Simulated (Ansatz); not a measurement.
# F2GaH2N: a ladder of functionals and wavefunction methods

An exercise on one series of results from a longer session: the logs are not shown, and one member is left open.

Method: functionals in def2-TZVPP, the program's frozen cores in correlated methods; program: Ansatz 0.2.0, Gaussian basis.

Plan: LDA (SPW92), PBE-D4, revPBE-D4, BLYP-D4, r2SCAN-D4, B97M-V, PBE0-D4, B3LYP-D4, r2SCANh-D4, r2SCAN0-D4, HSE06-D4, BHLYP-D4, CAM-B3LYP-D4, LC-ωPBE, ωB97X-V, ωB97M-V, B2PLYP, PBE-QIDH; CCSD(T)/def2-SVP; CCSD(T)/def2-TZVPP; MP2/def2-QZVPP; extrapolation to the limit; RPA on PBE.

## Structure used throughout

All runs share one geometry, relaxed beforehand with PBE0-D4 in a triple-zeta def2 set.

SMILES `[NH2][Ga]([F])[F]`, 6 atoms, charge 0, spin multiplicity 1.

Atoms are counted from 1 here; the program's logs count them from 0.

Bond lengths: N1–Ga2 1.790 Å, N1–H5 1.006 Å, N1–H6 1.006 Å, Ga2–F3 1.739 Å, Ga2–F4 1.739 Å. Angles: Ga2–N1–H5 121.0°, Ga2–N1–H6 121.0°, H5–N1–H6 112.8°, N1–Ga2–F3 122.4°, N1–Ga2–F4 122.4°, F3–Ga2–F4 115.1°.

Set-up of the first run:

The input, in.yaml:

```yaml
crystal:
  periodic: [false, false, false]
  atoms:
    - {symbol: N, position_ang: [-0.297463, 0.963701, -0.172654]}
    - {symbol: Ga, position_ang: [0.284239, -0.715277, 0.041964]}
    - {symbol: F, position_ang: [1.684991, -1.101638, 0.997658]}
    - {symbol: F, position_ang: [-0.455267, -2.067723, -0.763393]}
    - {symbol: H, position_ang: [0.025128, 1.704833, 0.425698]}
    - {symbol: H, position_ang: [-1.199529, 1.152105, -0.575372]}
basis:
  gaussian: {orbitals: def2-TZVPP}
hamiltonian: {xc: lda}
output: {orbitals: {seedname: orbitals}}
```

Among the steps run: LDA; PBE-D4 (GGA); revPBE-D4 (GGA); BLYP-D4 (GGA); r2SCAN-D4 (meta-GGA); B97M-V (meta-GGA); PBE0-D4 (hybrid); B3LYP-D4 (hybrid); r2SCANh-D4 (hybrid); r2SCAN0-D4 (hybrid); HSE06-D4 (hybrid); BHLYP-D4 (hybrid); CAM-B3LYP-D4 (range-separated); LC-ωPBE-D4 (range-separated; the results give it without D4); ωB97X-V (range-separated); ωB97M-V (range-separated); B2PLYP (double hybrid); PBE-QIDH (double hybrid).

One of the session's tables, all rows but one given; the rest of the session is left out.

It belongs to the step «Orbital energies across the functionals». 

```
  functional  HOMO (eV)  gap (eV)
 LDA (SPW92)      -7.10      4.67
      PBE-D4      -6.86      4.74
   revPBE-D4      -6.77      4.79
     BLYP-D4          ?         ?
   r2SCAN-D4      -7.18      5.43
      B97M-V      -7.22      5.21
     PBE0-D4      -8.33      7.18
    B3LYP-D4      -8.10      6.55
  r2SCANh-D4      -7.73      6.32
  r2SCAN0-D4      -8.56      7.64
    HSE06-D4      -7.92      6.40
    BHLYP-D4      -9.73      9.36
CAM-B3LYP-D4      -9.83      9.56
     LC-ωPBE     -11.24     12.42
     ωB97X-V     -10.83     11.78
     ωB97M-V     -10.74     11.41
```

Q: Estimate the row for BLYP-D4 from the others.

Worked estimate for «HOMO (eV)». Against the share of exact exchange, B3LYP-D4 (0.2, -8.10), BHLYP-D4 (0.5, -9.73) give a slope of -5.43 per unit share; at 0 the line stands at -7.01.

The run gave: HOMO (eV): -6.76; gap (eV): 4.60. In «HOMO (eV)» the line misses by -0.25.
